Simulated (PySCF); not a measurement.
# Pb(CH3)(OH): other functionals and bases at one geometry

How far do other levels of theory move the description of Pb(CH3)(OH), and what does each cost? The species was built from a template and needn't be a known compound.

Computed with PySCF 2.14.0. Level: several levels, as the steps say, no spin–orbit coupling.

3 further runs of the same task are left out: 2 for a known fault of the program, 1 that didn't finish.

**1. Where the work starts**

7 atoms, charge 0, spin multiplicity 1.

Bond lengths: Pb1–C2 2.288 Å, Pb1–O6 2.118 Å, C2–H3 1.102 Å, C2–H4 1.102 Å, C2–H5 1.100 Å, O6–H7 0.965 Å. Angles: C2–Pb1–O6 89.9°, Pb1–C2–H3 111.0°, Pb1–C2–H4 110.7°, Pb1–C2–H5 107.2°, H3–C2–H4 108.2°, H3–C2–H5 110.0°, H4–C2–H5 109.8°, Pb1–O6–H7 111.2°.

Geometry (Å):

```xyz
7
charge 0, multiplicity 1
Pb   -0.0334    0.4706   -0.1195
C     1.8105    0.0598    1.1707
H     2.5125   -0.6146    0.6533
H     2.3415    0.9976    1.4030
H     1.4575   -0.4077    2.1014
O    -1.2757   -0.2570    1.4339
H    -2.2067   -0.2175    1.1835
```

Formal oxidation states: Pb +2. An earlier session relaxed this geometry at PBE0, Pb def2-SVP with ECP60, C def2-SVP, H def2-SVP, O def2-SVP (singlet, point group C1).

At PBE0 on the finer grid: E = -308.379770 Eh, HOMO -6.21 eV, LUMO -2.02 eV, Mulliken charge on Pb1 +0.57 e, largest force component 0.022 eV/Å. 

Levels to run: B3LYP; r2SCAN; PBE; HF; PBE0, TZVP; PBE0, x2c-SVP. Hardware: 2 threads of Arm Neoverse V1, shared host.

**2. B3LYP**

run.py (the lines that set the calculation)

```python
mol = gto.M(atom='''
Pb    -0.03336     0.47060    -0.11950
C      1.81053     0.05984     1.17074
H      2.51252    -0.61459     0.65333
H      2.34147     0.99761     1.40300
H      1.45754    -0.40771     2.10136
O     -1.27566    -0.25704     1.43387
H     -2.20672    -0.21754     1.18353''',
    basis={'Pb': 'def2-SVP', 'C': 'def2-SVP', 'H': 'def2-SVP', 'O': 'def2-SVP'},
    ecp={'Pb': 'def2-SVP'},
    charge=0, spin=0)
mf = dft.RKS(mol, xc='B3LYP')
mf.grids.atom_grid = (75, 302)
mf = mf.density_fit()  # fitting sets: Pb def2-universal-JKFIT, C def2-universal-JKFIT, H def2-universal-JKFIT, O def2-universal-JKFIT
mf.conv_tol = 1e-08; mf.max_cycle = 55
mf.kernel(dm0)  # dm0: the density of the relaxed state
```

The run is started by

```console
$ OMP_NUM_THREADS=2 python run.py
```

Output:

```text
init E= -308.583348113057
  HOMO = -0.219834954832365  LUMO = -0.0822510482804439  gap/eV = 3.74385
cycle= 1 E= -308.584090824942  delta_E= -0.000743  |g|= 0.0246  |ddm|= 0.128
  HOMO = -0.218907216525089  LUMO = -0.08320002204497  gap/eV = 3.69278
cycle= 2 E= -308.583558581982  delta_E= 0.000532  |g|= 0.0551  |ddm|= 0.0597
  HOMO = -0.22022044922738  LUMO = -0.0833578195517042  gap/eV = 3.72422
cycle= 3 E= -308.584206430751  delta_E= -0.000648  |g|= 0.00581  |ddm|= 0.0458
  HOMO = -0.220512366676413  LUMO = -0.0833151740784608  gap/eV = 3.73333
cycle= 4 E= -308.584215214901  delta_E= -8.78e-06  |g|= 0.00145  |ddm|= 0.0064
  HOMO = -0.220411761616415  LUMO = -0.0833279142309706  gap/eV = 3.73024
cycle= 5 E= -308.584215878165  delta_E= -6.63e-07  |g|= 0.000288  |ddm|= 0.00214
  HOMO = -0.220431654427585  LUMO = -0.0833304923585665  gap/eV = 3.73071
cycle= 6 E= -308.584215905008  delta_E= -2.68e-08  |g|= 6.71e-05  |ddm|= 0.000431
  HOMO = -0.220428698388474  LUMO = -0.0833263888871976  gap/eV = 3.73074
cycle= 7 E= -308.584215906179  delta_E= -1.17e-09  |g|= 1.06e-05  |ddm|= 9.07e-05
  HOMO = -0.220430295365261  LUMO = -0.0833284278235524  gap/eV = 3.73073
Extra cycle  E= -308.584215906122  delta_E= 5.68e-11  |g|= 2.04e-05  |ddm|= 3.35e-05
converged SCF energy = -308.584215906122
```

It took 2.8 s on 2 threads of Arm Neoverse V1, shared host.

Result: E = -308.584216 Eh, HOMO -6.00 eV, LUMO -2.27 eV, Mulliken charge on Pb1 +0.53 e, largest force component 0.317 eV/Å. 

**3. r2SCAN**

Edit run.py (the lines that set the calculation) of step 2 so:

```diff
@@ -11,3 +11,3 @@
     charge=0, spin=0)
-mf = dft.RKS(mol, xc='B3LYP')
+mf = dft.RKS(mol, xc='R2SCAN')
 mf.grids.atom_grid = (75, 302)
```

The run is started by

```console
$ OMP_NUM_THREADS=2 python run.py
```

Output:

```text
init E= -308.537665766323
  HOMO = -0.198434631419676  LUMO = -0.0954304033125979  gap/eV = 2.80289
cycle= 1 E= -308.538297911657  delta_E= -0.000632  |g|= 0.0313  |ddm|= 0.131
  HOMO = -0.198357526520656  LUMO = -0.0940316474838205  gap/eV = 2.83885
cycle= 2 E= -308.536036841307  delta_E= 0.00226  |g|= 0.102  |ddm|= 0.128
  HOMO = -0.197694650744403  LUMO = -0.0940493533623261  gap/eV = 2.82033
cycle= 3 E= -308.53858582983  delta_E= -0.00255  |g|= 0.00771  |ddm|= 0.0815
  HOMO = -0.197723134054247  LUMO = -0.0944637006997304  gap/eV = 2.80983
cycle= 4 E= -308.538606277247  delta_E= -2.04e-05  |g|= 0.00202  |ddm|= 0.0112
  HOMO = -0.197836255341418  LUMO = -0.094427124479143  gap/eV = 2.81391
cycle= 5 E= -308.538607437744  delta_E= -1.16e-06  |g|= 0.000432  |ddm|= 0.00262
  HOMO = -0.197783847616474  LUMO = -0.0943977977273427  gap/eV = 2.81328
cycle= 6 E= -308.538607493184  delta_E= -5.54e-08  |g|= 6.38e-05  |ddm|= 0.000571
  HOMO = -0.197786358387997  LUMO = -0.0944002585565329  gap/eV = 2.81328
cycle= 7 E= -308.538607494171  delta_E= -9.87e-10  |g|= 1.76e-05  |ddm|= 0.00011
  HOMO = -0.197784267952382  LUMO = -0.0943988571498267  gap/eV = 2.81326
Extra cycle  E= -308.538607493685  delta_E= 4.87e-10  |g|= 4.87e-05  |ddm|= 6.32e-05
converged SCF energy = -308.538607493685
```

Wall time 4.5 s (2 threads of Arm Neoverse V1, shared host).

Read off: E = -308.538607 Eh, HOMO -5.38 eV, LUMO -2.57 eV, Mulliken charge on Pb1 +0.55 e, largest force component 0.173 eV/Å. 

**4. PBE**

Edit run.py (the lines that set the calculation) of step 3 so:

```diff
@@ -11,3 +11,3 @@
     charge=0, spin=0)
-mf = dft.RKS(mol, xc='R2SCAN')
+mf = dft.RKS(mol, xc='PBE')
 mf.grids.atom_grid = (75, 302)
```

The run is started by

```console
$ OMP_NUM_THREADS=2 python run.py
```

Output:

```text
init E= -308.404714824401
  HOMO = -0.187398773285416  LUMO = -0.0985629413254649  gap/eV = 2.41735
cycle= 1 E= -308.403748459208  delta_E= 0.000966  |g|= 0.119  |ddm|= 0.285
  HOMO = -0.187197903234008  LUMO = -0.0973524312987166  gap/eV = 2.44482
cycle= 2 E= -308.369713069682  delta_E= 0.034  |g|= 0.401  |ddm|= 0.459
  HOMO = -0.187871781922929  LUMO = -0.0972884356425787  gap/eV = 2.46490
cycle= 3 E= -308.407353017338  delta_E= -0.0376  |g|= 0.0318  |ddm|= 0.311
  HOMO = -0.188853965143458  LUMO = -0.0985149822376314  gap/eV = 2.45825
cycle= 4 E= -308.407683954771  delta_E= -0.000331  |g|= 0.00381  |ddm|= 0.0431
  HOMO = -0.188436850882908  LUMO = -0.0981895264205299  gap/eV = 2.45575
cycle= 5 E= -308.407688019676  delta_E= -4.06e-06  |g|= 0.00141  |ddm|= 0.00605
  HOMO = -0.188511741166561  LUMO = -0.0981845968946402  gap/eV = 2.45793
cycle= 6 E= -308.407688454116  delta_E= -4.34e-07  |g|= 0.000682  |ddm|= 0.0018
  HOMO = -0.188485721362589  LUMO = -0.0981973413720496  gap/eV = 2.45687
cycle= 7 E= -308.40768858439  delta_E= -1.3e-07  |g|= 0.00015  |ddm|= 0.00076
  HOMO = -0.188485119741966  LUMO = -0.0981930903812156  gap/eV = 2.45697
cycle= 8 E= -308.407688590214  delta_E= -5.82e-09  |g|= 2.23e-05  |ddm|= 0.000145
  HOMO = -0.188487083082421  LUMO = -0.0981942689133568  gap/eV = 2.45699
Extra cycle  E= -308.407688588585  delta_E= 1.63e-09  |g|= 8.54e-05  |ddm|= 9.71e-05
converged SCF energy = -308.407688588585
```

Run time: 3.2 s. Hardware: 2 threads of Arm Neoverse V1, shared host.

Result: E = -308.407689 Eh, HOMO -5.13 eV, LUMO -2.67 eV, Mulliken charge on Pb1 +0.47 e, largest force component 0.595 eV/Å. 

**5. HF**

Edit run.py (the lines that set the calculation) of step 4 so:

```diff
@@ -11,4 +11,3 @@
     charge=0, spin=0)
-mf = dft.RKS(mol, xc='PBE')
-mf.grids.atom_grid = (75, 302)
+mf = scf.RHF(mol)
 mf = mf.density_fit()  # fitting sets: Pb def2-universal-JKFIT, C def2-universal-JKFIT, H def2-universal-JKFIT, O def2-universal-JKFIT
```

The run is started by

```console
$ OMP_NUM_THREADS=2 python run.py
```

Output:

```text
init E= -306.762566474174
  HOMO = -0.298361625238805  LUMO = 0.0302031189018237  gap/eV = 8.94070
cycle= 1 E= -306.781909924438  delta_E= -0.0193  |g|= 0.0637  |ddm|= 0.481
  HOMO = -0.313898022313207  LUMO = 0.0222888935529539  gap/eV = 9.14811
cycle= 2 E= -306.783338025335  delta_E= -0.00143  |g|= 0.0262  |ddm|= 0.105
  HOMO = -0.3117969784042  LUMO = 0.022368169241112  gap/eV = 9.09310
cycle= 3 E= -306.783585594853  delta_E= -0.000248  |g|= 0.0138  |ddm|= 0.042
  HOMO = -0.312574616001012  LUMO = 0.022108046126931  gap/eV = 9.10718
cycle= 4 E= -306.783658306135  delta_E= -7.27e-05  |g|= 0.00306  |ddm|= 0.0248
  HOMO = -0.313117309038063  LUMO = 0.0219117268981961  gap/eV = 9.11660
cycle= 5 E= -306.783665347752  delta_E= -7.04e-06  |g|= 0.0015  |ddm|= 0.00597
  HOMO = -0.312996339592146  LUMO = 0.0218833058789478  gap/eV = 9.11254
cycle= 6 E= -306.783667968159  delta_E= -2.62e-06  |g|= 0.000456  |ddm|= 0.00512
  HOMO = -0.312951651209378  LUMO = 0.021924114687824  gap/eV = 9.11243
cycle= 7 E= -306.783668182623  delta_E= -2.14e-07  |g|= 0.000154  |ddm|= 0.00123
  HOMO = -0.312945441839606  LUMO = 0.0219117745622519  gap/eV = 9.11193
cycle= 8 E= -306.783668208034  delta_E= -2.54e-08  |g|= 3.55e-05  |ddm|= 0.000501
  HOMO = -0.31294260175267  LUMO = 0.0219120341574737  gap/eV = 9.11186
cycle= 9 E= -306.783668209276  delta_E= -1.24e-09  |g|= 7.71e-06  |ddm|= 0.000112
  HOMO = -0.31294262675188  LUMO = 0.0219120440843703  gap/eV = 9.11186
Extra cycle  E= -306.78366820932  delta_E= -4.37e-11  |g|= 3.66e-06  |ddm|= 1.37e-05
converged SCF energy = -306.78366820932
```

Run time: 1 s. Hardware: 2 threads of Arm Neoverse V1, shared host.

It gives: E = -306.783668 Eh, HOMO -8.52 eV, LUMO 0.60 eV, Mulliken charge on Pb1 +0.79 e, largest force component 0.999 eV/Å. 

**6. PBE0, TZVP**

Basis: Pb def2-TZVP with ECP60, C def2-TZVP, H def2-TZVP, O def2-TZVP. 

run.py (the lines that set the calculation)

```python
mol = gto.M(atom='''
Pb    -0.03336     0.47060    -0.11950
C      1.81053     0.05984     1.17074
H      2.51252    -0.61459     0.65333
H      2.34147     0.99761     1.40300
H      1.45754    -0.40771     2.10136
O     -1.27566    -0.25704     1.43387
H     -2.20672    -0.21754     1.18353''',
    basis={'Pb': 'def2-TZVP', 'C': 'def2-TZVP', 'H': 'def2-TZVP', 'O': 'def2-TZVP'},
    ecp={'Pb': 'def2-TZVP'},
    charge=0, spin=0)
mf = dft.RKS(mol, xc='PBE0')
mf.grids.atom_grid = (75, 302)
mf = mf.density_fit()  # fitting sets: Pb def2-universal-JKFIT, C def2-universal-JKFIT, H def2-universal-JKFIT, O def2-universal-JKFIT
mf.conv_tol = 1e-08; mf.max_cycle = 55
mf.kernel(dm0)  # dm0: free metal ions and neutral atoms
```

The run is started by

```console
$ OMP_NUM_THREADS=2 python run.py
```

Output:

```text
init E= -314.863721391775
  HOMO = -0.128635383452625  LUMO = -0.0238478963806912  gap/eV = 2.85141
cycle= 1 E= -304.318906480206  delta_E= 10.5  |g|=  3.6  |ddm|= 3.52
  HOMO = -0.375071219598183  LUMO = -0.351608014833445  gap/eV = 0.63847
cycle= 2 E= -291.07818609255  delta_E= 13.2  |g|= 8.94  |ddm|= 7.81
  HOMO = -0.313487879801563  LUMO = -0.196357485004096  gap/eV = 3.18728
cycle= 3 E= -306.370135987418  delta_E= -15.3  |g|= 3.35  |ddm|= 6.71
  HOMO = -0.14758192893078  LUMO = -0.0751995268312093  gap/eV = 1.96963
cycle= 4 E= -308.119984698325  delta_E= -1.75  |g|= 1.24  |ddm|= 2.31
  HOMO = -0.267256194760112  LUMO = -0.095607488122976  gap/eV = 4.67080
cycle= 5 E= -308.461507964479  delta_E= -0.342  |g|= 0.545  |ddm|= 1.87
  HOMO = -0.220778058408513  LUMO = -0.0887422624647982  gap/eV = 3.59288
cycle= 6 E= -308.513741911406  delta_E= -0.0522  |g|= 0.29  |ddm|= 0.67
  HOMO = -0.232891522335564  LUMO = -0.07813404123835  gap/eV = 4.21117
cycle= 7 E= -308.530934696351  delta_E= -0.0172  |g|= 0.0757  |ddm|= 0.305
  HOMO = -0.231716415908267  LUMO = -0.0791278542837048  gap/eV = 4.15215
cycle= 8 E= -308.532198183439  delta_E= -0.00126  |g|= 0.0101  |ddm|= 0.0678
  HOMO = -0.232349771428076  LUMO = -0.0788237057696826  gap/eV = 4.17766
cycle= 9 E= -308.532218123066  delta_E= -1.99e-05  |g|= 0.00411  |ddm|= 0.0101
  HOMO = -0.232239328355963  LUMO = -0.0787758340962021  gap/eV = 4.17595
cycle= 10 E= -308.532221364914  delta_E= -3.24e-06  |g|= 0.00118  |ddm|= 0.0029
  HOMO = -0.232263223093732  LUMO = -0.0787995937723274  gap/eV = 4.17596
cycle= 11 E= -308.532221645843  delta_E= -2.81e-07  |g|= 0.000426  |ddm|= 0.000944
  HOMO = -0.232264373633516  LUMO = -0.0787988301879459  gap/eV = 4.17601
cycle= 12 E= -308.532221684815  delta_E= -3.9e-08  |g|= 0.000103  |ddm|= 0.000347
  HOMO = -0.23225767584281  LUMO = -0.0787943862693155  gap/eV = 4.17595
cycle= 13 E= -308.532221686535  delta_E= -1.72e-09  |g|= 1.58e-05  |ddm|= 7.71e-05
  HOMO = -0.232259124398222  LUMO = -0.0787960301481831  gap/eV = 4.17594
Extra cycle  E= -308.532221686367  delta_E= 1.68e-10  |g|= 3.42e-05  |ddm|= 4.32e-05
converged SCF energy = -308.532221686367
```

Run time: 8.5 s. Hardware: 2 threads of Arm Neoverse V1, shared host.

It gives: E = -308.532222 Eh, HOMO -6.32 eV, LUMO -2.14 eV, Mulliken charge on Pb1 +0.69 e, largest force component 0.374 eV/Å. 

**7. PBE0, x2c-SVP**

Basis: Pb x2c-SVPall, C x2c-SVPall, H x2c-SVPall, O x2c-SVPall. All electrons are treated, with the spin-free X2C Hamiltonian.

run.py (the lines that set the calculation)

```python
mol = gto.M(atom='''
Pb    -0.03336     0.47060    -0.11950
C      1.81053     0.05984     1.17074
H      2.51252    -0.61459     0.65333
H      2.34147     0.99761     1.40300
H      1.45754    -0.40771     2.10136
O     -1.27566    -0.25704     1.43387
H     -2.20672    -0.21754     1.18353''',
    basis={'Pb': 'x2c-SVPall', 'C': 'x2c-SVPall', 'H': 'x2c-SVPall', 'O': 'x2c-SVPall'},
    nucmod='G',
    charge=0, spin=0)
mf = dft.RKS(mol, xc='PBE0')
mf.grids.atom_grid = (99, 590)
mf = mf.density_fit()  # fitting sets: Pb AutoAux, C AutoAux, H AutoAux, O AutoAux
mf = mf.sfx2c1e()
mf.conv_tol = 1e-08; mf.max_cycle = 55
mf.kernel(dm0)  # dm0: free metal ions and neutral atoms
```

The run is started by

```console
$ OMP_NUM_THREADS=2 python run.py
```

Output:

```text
init E= -21006.5685416452
  HOMO = -0.116209738841429  LUMO = 0.00132880987192419  gap/eV = 3.19839
cycle= 1 E= -20995.9824613755  delta_E= 10.6  |g|= 3.41  |ddm|= 4.37
  HOMO = -0.333107020951487  LUMO = -0.279833559843134  gap/eV = 1.44964
cycle= 2 E= -20989.5994995901  delta_E= 6.38  |g|= 6.52  |ddm|=    8
  HOMO = -0.260170790902752  LUMO = -0.108981362212635  gap/eV = 4.11407
cycle= 3 E= -20998.8566501905  delta_E= -9.26  |g|= 2.37  |ddm|= 6.03
  HOMO = -0.160626725957784  LUMO = -0.0270788704184061  gap/eV = 3.63402
cycle= 4 E= -20999.9277602797  delta_E= -1.07  |g|= 0.826  |ddm|= 1.92
  HOMO = -0.260672068890208  LUMO = -0.0904464642077176  gap/eV = 4.63207
cycle= 5 E= -21000.0753479049  delta_E= -0.148  |g|= 0.429  |ddm|= 1.29
  HOMO = -0.225943816681325  LUMO = -0.0831545883659999  gap/eV = 3.88549
cycle= 6 E= -21000.1103228512  delta_E= -0.035  |g|= 0.21  |ddm|= 0.535
  HOMO = -0.230546595102245  LUMO = -0.0742832035623633  gap/eV = 4.25214
cycle= 7 E= -21000.1199115529  delta_E= -0.00959  |g|= 0.0357  |ddm|= 0.242
  HOMO = -0.228894516880003  LUMO = -0.0749327640724409  gap/eV = 4.18951
cycle= 8 E= -21000.120231891  delta_E= -0.00032  |g|= 0.00861  |ddm|= 0.0494
  HOMO = -0.2294535875751  LUMO = -0.0748411880418098  gap/eV = 4.20722
cycle= 9 E= -21000.1202496061  delta_E= -1.77e-05  |g|= 0.00187  |ddm|= 0.00949
  HOMO = -0.229438793462192  LUMO = -0.0748598191297778  gap/eV = 4.20631
cycle= 10 E= -21000.1202501716  delta_E= -5.65e-07  |g|= 0.000485  |ddm|= 0.00181
  HOMO = -0.229455087400094  LUMO = -0.0748720628922594  gap/eV = 4.20642
cycle= 11 E= -21000.1202502003  delta_E= -2.87e-08  |g|= 0.00029  |ddm|= 0.000394
  HOMO = -0.229458067554976  LUMO = -0.0748705386939972  gap/eV = 4.20654
cycle= 12 E= -21000.1202502192  delta_E= -1.88e-08  |g|= 4.67e-05  |ddm|= 0.000259
  HOMO = -0.229454829144836  LUMO = -0.0748675139135559  gap/eV = 4.20654
cycle= 13 E= -21000.1202502197  delta_E= -4.87e-10  |g|= 8.25e-06  |ddm|= 6.58e-05
  HOMO = -0.229455824957909  LUMO = -0.0748686116834953  gap/eV = 4.20653
Extra cycle  E= -21000.1202502196  delta_E= 8e-11  |g|= 1.61e-05  |ddm|= 2.67e-05
converged SCF energy = -21000.1202502196
```

It took 21 s on 2 threads of Arm Neoverse V1, shared host.

Result: E = -21000.120250 Eh, HOMO -6.24 eV, LUMO -2.04 eV, Mulliken charge on Pb1 +0.61 e, largest force component 0.463 eV/Å. 

**8. All levels side by side**

| level | state | HOMO (eV) | gap (eV) | charge on Pb1 (e) | dipole (D) | largest force (eV/Å) | basis functions | time |
| --- | --- | --- | --- | --- | --- | --- | --- | --- |
| PBE0 (relaxed here) | singlet | -6.21 | 4.19 | 0.57 | 2.46 | 0.02 | 74 | 6.7 s |
| B3LYP | singlet | -6.00 | 3.73 | 0.53 | 2.39 | 0.32 | 74 | 2.8 s |
| r2SCAN | singlet | -5.38 | 2.81 | 0.55 | 2.32 | 0.17 | 74 | 4.5 s |
| PBE | singlet | -5.13 | 2.46 | 0.47 | 2.10 | 0.59 | 74 | 3.2 s |
| HF | singlet | -8.52 | 9.11 | 0.79 | 3.05 | 1.00 | 74 | 1 s |
| PBE0, TZVP | singlet | -6.32 | 4.18 | 0.69 | 2.75 | 0.37 | 136 | 8.5 s |
| PBE0, x2c-SVP | singlet | -6.24 | 4.21 | 0.61 | 2.46 | 0.46 | 110 | 21 s |

Times are on 2 threads of Arm Neoverse V1, shared host; the first row also made further properties.

In one basis the HOMO–LUMO gap runs from 2.46 eV (PBE) to 9.11 eV (HF). The largest leftover force, 1.00 eV/Å with HF, stands at a geometry relaxed at another level. The Mulliken charge on Pb spans +0.47 to +0.79 e over the levels. Total energies of different levels can't be compared. Spin–orbit coupling is left out throughout.
